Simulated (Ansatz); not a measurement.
# CH₄ + H radical: a complex and its separated parts, part 2 of 2

Ansatz 0.2.0, Gaussian basis. Earlier steps stand in the parts before.

### 15 B2PLYP/def2-TZVPP

parta/in.yaml reads:

```yaml
crystal:
  periodic: [false, false, false]
  atoms:
    - {symbol: H, position_ang: [-0.308764, -0.279687, 0.044663]}
    - {symbol: C, position_ang: [0.493058, 0.448953, -0.071570]}
    - {symbol: H, position_ang: [1.453857, -0.065081, -0.070039]}
    - {symbol: H, position_ang: [0.366857, 0.980453, -1.014411]}
    - {symbol: H, position_ang: [0.460056, 1.159919, 0.753539]}
basis:
  gaussian: {orbitals: def2-TZVPP}
hamiltonian: {xc: {name: B2PLYP}}
```

On the command line:

```console
> ansatz run in.yaml --threads 2 --pin off --events-out ev --progress --plain --max-ram 4352MiB
```

Log (excerpt; [...] marks lines left out):

```text
Functional definition: B2PLYP
  name "B2PLYP"
  cite "Grimme, J. Chem. Phys. 124, 034108 (2006) doi:10.1063/1.2148954"
  cite "Becke, Phys. Rev. A 38, 3098 (1988) doi:10.1103/PhysRevA.38.3098"
  cite "Lee, Yang & Parr, Phys. Rev. B 37, 785 (1988) doi:10.1103/PhysRevB.37.785"
[...]
482 factors; integrals over basis functions are off by at most 1.1e-3 eV
[...]
mean field -1099.97184410 eV, -40.4232196828 hartree, gradient 7.5e-6 eV, S^2 0.000000; 0 other end points of the search recorded, 0 dependent functions left out
1 core orbitals not correlated: weight in the atoms' cores, before any rotation towards them, 1.000 or more for the frozen orbitals, at most 0.000 for the correlated occupied ones
reference -1099.97196123 eV, -40.4232239875 hartree; 4, 4 occupied and 82, 82 virtual orbitals, 482 factors
second order -6.44341164 eV of doubles, -0.00000000 eV of singles
Total energy: -1101.71168238 eV, -40.4871575603 hartree
```

Run time: 0.6 s. Hardware: 2 threads of Arm Neoverse V1, shared host.

### 16 PBE-QIDH/def2-TZVPP

Changes to parta/in.yaml since step 15:

```diff
@@ -10,2 +10,2 @@
   gaussian: {orbitals: def2-TZVPP}
-hamiltonian: {xc: {name: B2PLYP}}
+hamiltonian: {xc: {name: PBE-QIDH}}
```

On the command line:

```console
> ansatz run in.yaml --threads 2 --pin off --events-out ev --progress --plain --max-ram 4352MiB
```

Log (excerpt; [...] marks lines left out):

```text
Functional definition: PBE-QIDH
  name "PBE-QIDH"
  cite "Brémond, Sancho-García, Pérez-Jiménez & Adamo, J. Chem. Phys. 141, 031101 (2014) doi:10.1063/1.4890314"
  cite "Perdew, Burke & Ernzerhof, Phys. Rev. Lett. 77, 3865 (1996) doi:10.1103/PhysRevLett.77.3865"
[...]
482 factors; integrals over basis functions are off by at most 1.1e-3 eV
[...]
mean field -1099.27816100 eV, -40.3977272991 hartree, gradient 6.0e-6 eV, S^2 0.000000; 0 other end points of the search recorded, 0 dependent functions left out
1 core orbitals not correlated: weight in the atoms' cores, before any rotation towards them, 1.000 or more for the frozen orbitals, at most 0.000 for the correlated occupied ones
reference -1099.27816933 eV, -40.3977276053 hartree; 4, 4 occupied and 82, 82 virtual orbitals, 482 factors
second order -6.01425634 eV of doubles, -0.00000000 eV of singles
Total energy: -1101.28292144 eV, -40.4714008865 hartree
```

Run time: 0.6 s. Hardware: 2 threads of Arm Neoverse V1, shared host.

### 17 RPA on PBE/def2-TZVPP

Changes to parta/in.yaml since step 16:

```diff
@@ -10,2 +10,3 @@
   gaussian: {orbitals: def2-TZVPP}
-hamiltonian: {xc: {name: PBE-QIDH}}
+hamiltonian: {xc: pbe}
+correlation: {method: rpa}
```

On the command line:

```console
> ansatz run in.yaml --threads 2 --pin off --events-out ev --progress --plain --max-ram 4352MiB
```

Log:

```text
Functional definition: PBE
  name "PBE"
  cite "Perdew, Burke & Ernzerhof, Phys. Rev. Lett. 77, 3865 (1996) doi:10.1103/PhysRevLett.77.3865"
  parent pbe
  parameter kappa = 0.804
  parameter beta = 0.06672455060314922
  exchange = pbe_x(kappa = kappa, mu = beta*pi^2/3)
  correlation = pbe_c(beta = beta)
482 factors; integrals over basis functions are off by at most 1.1e-3 eV
mean field evaluation 1: about -1093.6027 eV, gradient 5.8e1 eV
mean field evaluation 2: about -1093.5995 eV, gradient 5.8e1 eV
mean field evaluation 4: about -1101.0172 eV, gradient 5.1e0 eV
mean field evaluation 8: about -1101.0896 eV, gradient 4.1e-2 eV
mean field -1101.08955928 eV, -40.4642949583 hartree, gradient 1.7e-6 eV, S^2 0.000000; 0 other end points of the search recorded, 0 dependent functions left out
1 core orbitals not correlated: weight in the atoms' cores, before any rotation towards them, 1.000 or more for the frozen orbitals, at most 0.000 for the correlated occupied ones
reference -1094.05484462 eV, -40.2057739629 hartree; 4, 4 occupied and 82, 82 virtual orbitals, 482 factors
Total energy: -1103.78824328 eV, -40.5634697659 hartree
```

Run time: 0.61 s. Hardware: 2 threads of Arm Neoverse V1, shared host.

### 18 CCSD(T)/def2-TZVPP

Changes to parta/in.yaml since step 17:

```diff
@@ -10,3 +10,2 @@
   gaussian: {orbitals: def2-TZVPP}
-hamiltonian: {xc: pbe}
-correlation: {method: rpa}
+correlation: {method: ccsd_t}
```

On the command line:

```console
> ansatz run in.yaml --threads 2 --pin off --events-out ev --progress --plain --max-ram 4352MiB
```

Log (excerpt; [...] marks lines left out):

```text
Functional definition: HF
  name "HF"
  cite "Fock, Z. Phys. 61, 126 (1930) doi:10.1007/BF01340294"
  parent pbe
[...]
482 factors; integrals over basis functions are off by at most 1.1e-3 eV
[...]
mean field -1094.28756111 eV, -40.2143261362 hartree, gradient 9.6e-7 eV, S^2 0.000000; 0 other end points of the search recorded, 0 dependent functions left out
1 core orbitals not correlated: weight in the atoms' cores, before any rotation towards them, 1.000 or more for the frozen orbitals, at most 0.000 for the correlated occupied ones
reference -1094.28756111 eV, -40.2143261362 hartree; 4, 4 occupied and 82, 82 virtual orbitals, 482 factors
second order -5.38053302 eV of doubles, -0.00000000 eV of singles
cycle   1  -5.77368652 eV  change   -3.9e-1 eV  update   4.2e-2
[...]
cycle   8  -5.93358471 eV  change   -2.8e-7 eV  update   1.3e-6
perturbative correction -0.16938553 eV, -0.0062248035 hartree
Total energy: -1100.39053136 eV, -40.4386061560 hartree
```

Run time: 0.65 s. Hardware: 2 threads of Arm Neoverse V1, shared host.

### 19 CCSD(T)/def2-QZVPP

Changes to parta/in.yaml since step 18:

```diff
@@ -9,3 +9,3 @@
 basis:
-  gaussian: {orbitals: def2-TZVPP}
+  gaussian: {orbitals: "def2-QZVPP.json"}
 correlation: {method: ccsd_t}
```

The basis file named in the input lies beside it (Basis Set Exchange, JSON).

On the command line:

```console
> ansatz run in.yaml --threads 2 --pin off --events-out ev --progress --plain --max-ram 4352MiB
```

Log (excerpt; [...] marks lines left out):

```text
Functional definition: HF
  name "HF"
  cite "Fock, Z. Phys. 61, 126 (1930) doi:10.1007/BF01340294"
  parent pbe
[...]
1028 factors; integrals over basis functions are off by at most 9.2e-4 eV
[...]
mean field -1094.35035509 eV, -40.2166337724 hartree, gradient 1.4e-6 eV, S^2 0.000000; 0 other end points of the search recorded, 0 dependent functions left out
1 core orbitals not correlated: weight in the atoms' cores, before any rotation towards them, 1.000 or more for the frozen orbitals, at most 0.000 for the correlated occupied ones
reference -1094.35035509 eV, -40.2166337724 hartree; 4, 4 occupied and 172, 172 virtual orbitals, 1028 factors
second order -5.70613476 eV of doubles, -0.00000000 eV of singles
cycle   1  -6.02334143 eV  change   -3.2e-1 eV  update   4.3e-2
[...]
cycle   8  -6.19029370 eV  change   -4.2e-6 eV  update   1.8e-6
perturbative correction -0.18806933 eV, -0.0069114203 hartree
Total energy: -1100.72871812 eV, -40.4510342903 hartree
```

Wall time 8 s (2 threads of Arm Neoverse V1, shared host); peak memory 1.1 GiB.

### 20 Vibrations of CH₄

vib-parta/in.yaml reads:

```yaml
crystal:
  periodic: [false, false, false]
  atoms:
    - {symbol: H, position_ang: [-0.308764, -0.279687, 0.044663]}
    - {symbol: C, position_ang: [0.493058, 0.448953, -0.071570]}
    - {symbol: H, position_ang: [1.453857, -0.065081, -0.070039]}
    - {symbol: H, position_ang: [0.366857, 0.980453, -1.014411]}
    - {symbol: H, position_ang: [0.460056, 1.159919, 0.753539]}
basis:
  gaussian: {orbitals: def2-TZVP}
hamiltonian: {xc: pbe0, dispersion: d4}
phonons: {temperatures: {t_min: 298.15, t_max: 900, t_step: 200}}
```

On the command line:

```console
> ansatz run in.yaml --threads 2 --pin off --events-out ev --progress --plain --max-ram 4352MiB
```

Log (excerpt; [...] marks lines left out):

```text
Functional definition: PBE0
  name "PBE0"
  cite "Adamo & Barone, J. Chem. Phys. 110, 6158 (1999) doi:10.1063/1.478522"
  cite "Perdew, Burke & Ernzerhof, Phys. Rev. Lett. 77, 3865 (1996) doi:10.1103/PhysRevLett.77.3865"
  parent pbe
[...]
356 factors; their error is unknown
[...]
mean field -1101.35639240 eV, -40.4741008944 hartree, gradient 2.6e-5 eV, S^2 0.000000; 0 other end points of the search recorded, 0 dependent functions left out
[...]
reference -1101.35641230 eV, -40.4741016258 hartree; 5, 5 occupied and 50, 50 virtual orbitals, 356 factors
[... from here to the last solve, the lines of the solves are left out (17 solves) ...]
356 factors; their error is unknown
mean field -1101.35634015 eV, -40.4740989743 hartree, gradient 1.4e-6 eV, S^2 0.000000; 0 other end points of the search recorded, 0 dependent functions left out
[...]
reference -1101.35636005 eV, -40.4740997058 hartree; 5, 5 occupied and 50, 50 virtual orbitals, 356 factors
Total energy: -1101.37550250 eV, -40.4748031776 hartree
Atom 0 at    -0.308764    -0.279687     0.044663 Å, force    -0.000276    -0.000244     0.000047 eV/Å
Atom 1 at     0.493058     0.448953    -0.071570 Å, force    -0.000759    -0.000708     0.000090 eV/Å
Atom 2 at     1.453857    -0.065081    -0.070039 Å, force    -0.000023     0.000719    -0.000077 eV/Å
Atom 3 at     0.366857     0.980453    -1.014411 Å, force     0.000560     0.000159     0.000430 eV/Å
Atom 4 at     0.460056     1.159919     0.753539 Å, force     0.000498     0.000074    -0.000491 eV/Å
Dipole moment:    -0.000019    -0.000017     0.000003 e Å
Vibrations: 1326.35 1326.46 1326.47 1551.06 1551.07 3046.89 3167.75 3167.76 3167.79 cm⁻¹, zero-point energy 1.217005 eV
```

Wall time 4 s (2 threads of Arm Neoverse V1, shared host).

The modes, with what each moves most:

| mode | wavenumber (cm⁻¹) | character |
| --- | --- | --- |
| 1 | 1326 | bend |
| 2 | 1326 | bend |
| 3 | 1326 | bend |
| 4 | 1551 | bend |
| 5 | 1551 | bend |
| 6 | 3047 | C–H stretch |
| 7 | 3168 | C–H stretch |
| 8 | 3168 | C–H stretch |
| 9 | 3168 | C–H stretch |

Vibrational sums (real modes only):

| T (K) | entropy (J/mol/K) | heat capacity (J/mol/K) |
| --- | --- | --- |
| 298 | 0.4 | 2.2 |
| 498 | 3.7 | 12.5 |
| 698 | 9.8 | 23.6 |
| 898 | 16.9 | 33.1 |

### 21 Complex less separated parts

The complex's own energies come from single points at the same levels. The hydrogen atom has one electron, so its Hartree-Fock energy serves all wavefunction methods.

Rows are in def2-TZVPP; times add the 2 runs of a level on a shared host, so small differences are noise.

Differences are taken before rounding.

| method | rung | complex less parts (kJ/mol) | from CCSD(T) (kJ/mol) | time |
| --- | --- | --- | --- | --- |
| SPW92 | LDA | -1.74 | -1.59 | 0.7 s |
| PBE-D4 | GGA | -0.78 | -0.63 | 1.2 s |
| BLYP-D4 | GGA | -0.44 | -0.29 | 1.2 s |
| r2SCAN-D4 | meta-GGA | -0.65 | -0.51 | 2.4 s |
| B97M-V | meta-GGA | -0.02 | +0.13 | 4.5 s |
| PBE0-D4 | hybrid | -0.57 | -0.43 | 1.3 s |
| B3LYP-D4 | hybrid | -0.56 | -0.41 | 1.4 s |
| r2SCAN0-D4 | hybrid | -0.78 | -0.63 | 2.3 s |
| BHLYP-D4 | hybrid | -0.50 | -0.35 | 1.1 s |
| CAM-B3LYP-D4 | range-separated hybrid | -0.66 | -0.52 | 1.3 s |
| wB97X-V | range-separated hybrid | 0.07 | +0.21 | 4.6 s |
| wB97M-V | range-separated hybrid | 0.40 | +0.55 | 5.1 s |
| B2PLYP | double hybrid | 0.02 | +0.16 | 1.6 s |
| PBE-QIDH | double hybrid | -0.02 | +0.12 | 1.6 s |
| Hartree-Fock | wavefunction | 0.42 | +0.56 |  |
| MP2 | wavefunction | -0.02 | +0.12 |  |
| CCSD | wavefunction | -0.11 | +0.04 |  |
| CCSD(T) | wavefunction | -0.14 | 0 | 4.5 s |

Among the levels timed on like hardware and quicker than the yardstick, those that no quicker one beats, quickest first: SPW92 (0.7 s, -1.59 kJ/mol); BHLYP-D4 (1.1 s, -0.35 kJ/mol); BLYP-D4 (1.2 s, -0.29 kJ/mol); PBE-QIDH (1.6 s, +0.12 kJ/mol).

PBE-QIDH reaches 0.12 kJ/mol from the reference in 1.6 s, where CCSD(T) took 4.5 s; the quickest level in the cost chart, SPW92, takes 0.7 s and misses by 1.59 kJ/mol.

The complex's zero-point energy, from a separate PBE0-D4 run, is 1.223 eV.

### 22 Results

What follows sums up all 2 parts.

| quantity | value |
| --- | --- |
| complex less parts, CCSD(T)/def2-TZVPP | -0.14 kJ/mol |
| with zero-point energy | +0.40 kJ/mol |
| largest T1 diagnostic | 0.008 |

**Reading.** At CCSD(T) the complex lies 0.14 kJ/mol below its parts. PBE-QIDH is the best functional here (+0.12 kJ/mol from CCSD(T)); SPW92 is the worst (-1.59 kJ/mol). Mean unsigned error by rung: LDA 1.59, GGA 0.46, meta-GGA 0.32, hybrid 0.46, range-separated hybrid 0.43, double hybrid 0.14 kJ/mol. PBE-D4 gives a relative energy 0.63 kJ/mol too low, an error of 439 % of the reference. The complex's frequency run has imaginary modes: the structure is no minimum, so both the energy and the zero-point correction are in doubt. No counterpoise was applied, and triple zeta lacks some correlation, so the CCSD(T) reference has a basis error of its own, and close matches with it are partly luck.
